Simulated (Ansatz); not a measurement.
# CH9BO2Si2: a ladder of functionals and wavefunction methods

An exercise on one series of results from a longer session: the logs are not shown, and one member is left open.

Computed with Ansatz 0.2.0, Gaussian basis. Level: functionals in def2-TZVPP, the program's frozen cores in correlated methods.

The runs, in order: PBE-D4, r2SCAN-D4, PBE0-D4, B3LYP-D4, ωB97X-V, ωB97M-V, B2PLYP; CCSD(T)/def2-TZVPP; MP2/def2-QZVPP; extrapolation to the limit.

**The geometry**

The geometry comes from an earlier relaxation with PBE0-D4 in a triple-zeta def2 set; it is a stationary point, not always the lowest conformer.

SMILES `CB(O[SiH3])O[SiH3]`, 15 atoms, charge 0, spin multiplicity 1.

Atoms are counted from 1 here; the program's logs count them from 0.

Bond lengths: C1–B2 1.567 Å, C1–H7 1.090 Å, C1–H8 1.094 Å, C1–H9 1.095 Å, B2–O3 1.365 Å, B2–O5 1.366 Å, O3–Si4 1.641 Å, Si4–H10 1.488 Å, Si4–H11 1.484 Å, Si4–H12 1.483 Å, O5–Si6 1.640 Å, Si6–H13 1.483 Å, Si6–H14 1.484 Å, Si6–H15 1.488 Å. Angles: B2–C1–H7 112.9°, B2–C1–H8 110.7°, B2–C1–H9 109.8°, H7–C1–H8 109.0°, H7–C1–H9 108.3°, H8–C1–H9 105.9°, C1–B2–O3 120.0°, C1–B2–O5 118.6°, O3–B2–O5 121.4°, B2–O3–Si4 141.8°, O3–Si4–H10 110.7°, O3–Si4–H11 109.9°, O3–Si4–H12 107.7°, H10–Si4–H11 109.4°, H10–Si4–H12 109.3°, H11–Si4–H12 109.8°, B2–O5–Si6 142.4°, O5–Si6–H13 107.8° and more.

Set-up of the first run:

The input, in.yaml:

```yaml
crystal:
  periodic: [false, false, false]
  atoms:
    - {symbol: C, position_ang: [0.165369, -1.322356, -2.104258]}
    - {symbol: B, position_ang: [0.058331, -0.505517, -0.771012]}
    - {symbol: O, position_ang: [-0.569538, -1.048549, 0.312402]}
    - {symbol: Si, position_ang: [-1.160601, -0.654420, 1.792106]}
    - {symbol: O, position_ang: [0.595189, 0.750081, -0.727495]}
    - {symbol: Si, position_ang: [0.993415, 1.957479, 0.308509]}
    - {symbol: H, position_ang: [-0.227412, -2.334998, -2.014627]}
    - {symbol: H, position_ang: [1.203459, -1.372873, -2.444926]}
    - {symbol: H, position_ang: [-0.385698, -0.808206, -2.898692]}
    - {symbol: H, position_ang: [-1.498859, 0.793018, 1.855560]}
    - {symbol: H, position_ang: [-0.156845, -0.973479, 2.837281]}
    - {symbol: H, position_ang: [-2.388496, -1.454808, 2.014807]}
    - {symbol: H, position_ang: [2.242855, 2.584182, -0.185723]}
    - {symbol: H, position_ang: [-0.092614, 2.967790, 0.348036]}
    - {symbol: H, position_ang: [1.221443, 1.422647, 1.678009]}
basis:
  gaussian: {orbitals: def2-TZVPP}
hamiltonian: {xc: pbe, dispersion: d4}
output: {forces: true, orbitals: {seedname: orbitals}}
```

Run with:

```bash
ansatz run in.yaml --threads 2 --pin off --events-out ev --progress --plain --max-ram 22528MiB --backend cuda --devices 0, --max-vram 18GiB
```

Steps of the session up to this table: PBE-D4 (GGA); r2SCAN-D4 (meta-GGA); PBE0-D4 (hybrid); B3LYP-D4 (hybrid); ωB97X-V (range-separated); ωB97M-V (range-separated); B2PLYP (double hybrid); CCSD(T) in def2-TZVPP; MP2 in def2-QZVPP.

One table of the session follows, with a row left open; its other results are not shown here.

It belongs to the step «Atomisation energies». 

```
            method  atomisation energy (kJ/mol)
            PBE-D4                       5665.8
         r2SCAN-D4                       5669.2
           PBE0-D4                       5609.7
          B3LYP-D4                       5658.4
           ωB97X-V                       5678.1
           ωB97M-V                       5675.4
            B2PLYP                            ?
     HF/def2-TZVPP                       4326.7
    MP2/def2-TZVPP                       5596.5
   CCSD/def2-TZVPP                       5464.4
CCSD(T)/def2-TZVPP                       5524.7
           MP2/CBS                       5734.5
       CCSD(T)/CBS                       5662.8
```

Estimate the missing values for B2PLYP.

As computed: atomisation energy (kJ/mol): 5601.9. In the column «atomisation energy (kJ/mol)» it lies between MP2/def2-TZVPP (5596.5) and PBE0-D4 (5609.7).

To keep in mind: Free atoms (1 C, 1 B, 2 O, 2 Si, 9 H) were run apart at each level; the atomisation energy is their sum less the molecule, without zero-point or spin-orbit terms.
